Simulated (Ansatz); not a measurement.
# PIr2: the cost of one run

Computed with Ansatz 0.2.0 (DFT LDA, scalar-relativistic, unless a step's input says otherwise).

### Step 1. The system as given

It takes space group Fm-3m (No. 225, cubic). The conventional cell has a = 5.535 Å, b = 5.535 Å, c = 5.535 Å, α = 90.00°, β = 90.00°, γ = 90.00°. P (site symmetry m-3m) has 8 Ir at 2.40 Å as nearest neighbours. Ir (site symmetry -43m) is surrounded by 4 P at 2.40 Å.

As a file:

```cif
data_structure
_symmetry_space_group_name_H-M 'Fm-3m'
_symmetry_Int_Tables_number 225
_cell_length_a 5.5350
_cell_length_b 5.5350
_cell_length_c 5.5350
_cell_angle_alpha 90.000
_cell_angle_beta 90.000
_cell_angle_gamma 90.000
_cell_volume 169.57
loop_
_atom_site_label
_atom_site_type_symbol
_atom_site_symmetry_multiplicity
_atom_site_Wyckoff_symbol
_atom_site_fract_x
_atom_site_fract_y
_atom_site_fract_z
_atom_site_occupancy
P1 P 4 a 0.00000 0.00000 0.00000 1
Ir1 Ir 8 c 0.25000 0.75000 0.75000 1
```

The file gives the conventional cell by its symmetry; the runs use the cell typed in the input.

Structure: COD 1011371, as refined from experiment and not relaxed.

Atoms are numbered in the order of the input: P1, Ir2, Ir3.

### Step 2. Volume × 0.94, LAPW

The input, input.yaml:

```yaml
crystal:
  lattice:
    - [0.0, 2.7110045559, 2.7110045559]
    - [2.7110045559, 0.0, 2.7110045559]
    - [2.7110045559, 2.7110045559, 0.0]
  atoms:
    - { symbol: P, position: [0.0, 0.0, 0.0] }
    - { symbol: Ir, position: [0.25, 0.25, 0.25] }
    - { symbol: Ir, position: [0.75, 0.75, 0.75] }
kpoints:
  mp_grid: { grid: [11, 11, 11] }
  band_path:
    path:
      - [0.0, 0.0, 0.0]
      - [0.5, 0.0, 0.5]
      - [0.625, 0.25, 0.625]
      - [0.375, 0.375, 0.75]
      - [0.0, 0.0, 0.0]
      - [0.5, 0.5, 0.5]
      - [0.5, 0.25, 0.75]
      - [0.5, 0.0, 0.5]
    npoints: 5
scf:
  occupations: { method: fermi_dirac, width: 0.05 }
hamiltonian:
  xc: lda
  pseudopotentials: { kind: all_electron, lapw: { basis_error: 0.001 } }
output:
  forces: true
  stress: true
  eigenvalues: true
```

Started as:

```console
> ansatz run input.yaml --threads 1 --pin off --max-ram 4096MiB --backend cpu --events-out ev --progress --plain --runs-dir out
```

What time and memory should one allow on 1 thread of AMD EPYC 7R32 (Zen 2), shared host?

About 45 s, with a peak of 0.58 GiB.
